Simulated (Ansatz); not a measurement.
# V2Se: one candidate structure

Where does V2Se go from the start given, CaC2 type (I4/mmm, No. 139)?

Program: Ansatz 0.2.0. Level of theory: DFT PBE, scalar-relativistic, plane waves, PAW. These are calculated values, not measurements.

1 further run of the same task is left out (it didn't finish).

### Step 1. The system as given

The structure is tetragonal, space group I4/mmm (No. 139). The conventional cell has a = 4.055 Å, b = 4.055 Å, c = 6.651 Å, α = 90.00°, β = 90.00°, γ = 90.00°. V (site symmetry 4mm) is surrounded by 1 V at 1.24 Å. Se (site symmetry 4/mmm) is surrounded by 10 V at 2.71 to 2.93 Å.

As a file:

```cif
data_structure
_symmetry_space_group_name_H-M 'I4/mmm'
_symmetry_Int_Tables_number 139
_cell_length_a 4.0552
_cell_length_b 4.0552
_cell_length_c 6.6510
_cell_angle_alpha 90.000
_cell_angle_beta 90.000
_cell_angle_gamma 90.000
_cell_volume 109.37
loop_
_atom_site_label
_atom_site_type_symbol
_atom_site_symmetry_multiplicity
_atom_site_Wyckoff_symbol
_atom_site_fract_x
_atom_site_fract_y
_atom_site_fract_z
_atom_site_occupancy
V1 V 4 e 0.50000 0.50000 0.09300 1
Se1 Se 2 a 0.00000 0.00000 0.00000 1
```

(A quick probe on a coarse mesh, which set the mesh and smearing, is not shown.)

### Step 3. Coarse relaxation

input.yaml

```yaml
crystal:
  lattice:
    - [-2.0276017911, 2.0276017911, 3.3254754311]
    - [2.0276017911, -2.0276017911, 3.3254754311]
    - [2.0276017911, 2.0276017911, -3.3254754311]
  atoms:
    - { symbol: V, position: [0.593, 0.593, 0.0] }
    - { symbol: V, position: [0.407, 0.407, 0.0] }
    - { symbol: Se, position: [0.0, 0.0, 0.0] }
basis:
  ecutwfc: 420
kpoints:
  mp_grid: { grid: [6, 6, 6] }
hamiltonian:
  xc: pbe
scf:
  occupations: { method: gaussian, width: 0.1 }
  lower_state_search: "off"
output:
  forces: true
  stress: true
  eigenvalues: true
relax:
  adjacent_minimum: "off"
  f_tol: 0.04
  max_steps: 70
  cell: { stress_tol: 0.4 }
```

Started as:

```
> ansatz run input.yaml --threads 1 --pin off --max-ram 2560MiB --backend cpu --events-out ev --progress --plain --runs-dir out
```

The session goes on with these runs: relaxing cell and atoms.

What does the calculation give?

As calculated:

Formation energies count from the elements, computed with the same settings in runs not shown here.

```
                          quantity                                                                      value
               cell (conventional)  a = 3.238 Å, b = 3.238 Å, c = 8.140 Å, α = 90.00°, β = 90.00°, γ = 90.00°
                       space group                                                           I4/mmm (No. 139)
                            volume                                                              14.22 Å³/atom
                   gap on the mesh                                                               none (metal)
formation energy from the elements                                                             -0.107 eV/atom
```

**Reading.** The space group stayed I4/mmm, and from the first guess the volume went from 18.23 to 14.22 Å³/atom. With -0.11 eV/atom it lies under the elements, which doesn't yet make it stable against other compounds of them. Where forces pass 15 eV/Å atoms stand far too close, the PAW spheres overlap strongly and those numbers are rough.
